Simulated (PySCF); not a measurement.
# C10H4F10: the cost of one run

Computed with PySCF 2.14.0 and routines of our own; the level stands in each step. Atoms count from 0.

## 1. The system as given

24 atoms, charge 0, multiplicity 1; geometry from: GFN2-xTB.

## 2. Electronic excitations: TDA CAM-B3LYP/6-31G*

Job settings and geometry (Å):

```
{"job": {"kind": "uv", "basis": "6-31G*", "grid": 1, "kgrid": 0, "vcut": 1.5, "nstates": 5, "ntriplets": 2, "tda": true, "delta": ["ip_vertical"], "pop": false, "xc": "CAM-B3LYP"}, "charge": 0, "multiplicity": 1}
F     -4.422852     0.067538    -0.825140
C     -3.635611     0.849614    -0.073933
F     -4.264916     1.023552     1.095306
F     -3.610300     2.052510    -0.675854
C     -2.247755     0.283748     0.088943
C     -1.533526     0.532356     1.253352
C     -0.247043     0.042668     1.381553
C      0.313094    -0.687778     0.341346
C      1.727670    -1.191317     0.483607
F      1.961961    -1.661966     1.731016
F      1.991986    -2.217640    -0.356064
C      2.776338    -0.065519     0.208816
F      2.604436     0.931991     1.102481
F      4.025008    -0.532031     0.377834
C      2.662278     0.551692    -1.214213
F      1.560527     1.302068    -1.307039
F      3.704694     1.325141    -1.480756
F      2.588175    -0.379555    -2.160844
C     -0.401548    -0.940135    -0.822358
C     -1.687599    -0.448746    -0.949261
H     -1.978174     1.101703     2.054368
H      0.317924     0.223262     2.282351
H      0.041948    -1.515625    -1.619740
H     -2.253758    -0.635673    -1.848392
```

With the program's defaults for keys left out, this is: TDA CAM-B3LYP/6-31G*, vertical, gas phase, core orbitals frozen in the response, virtual orbitals cut by energy.

Started as:

```console
$ OMP_NUM_THREADS=1 python large_run.py task.json out
```

This one command runs all jobs of the session in turn.

Q: Estimate the wall time and peak memory of this first job on 1 thread of Arm Neoverse N1, shared host.

About 2.3 min, with a peak of 0.62 GiB.
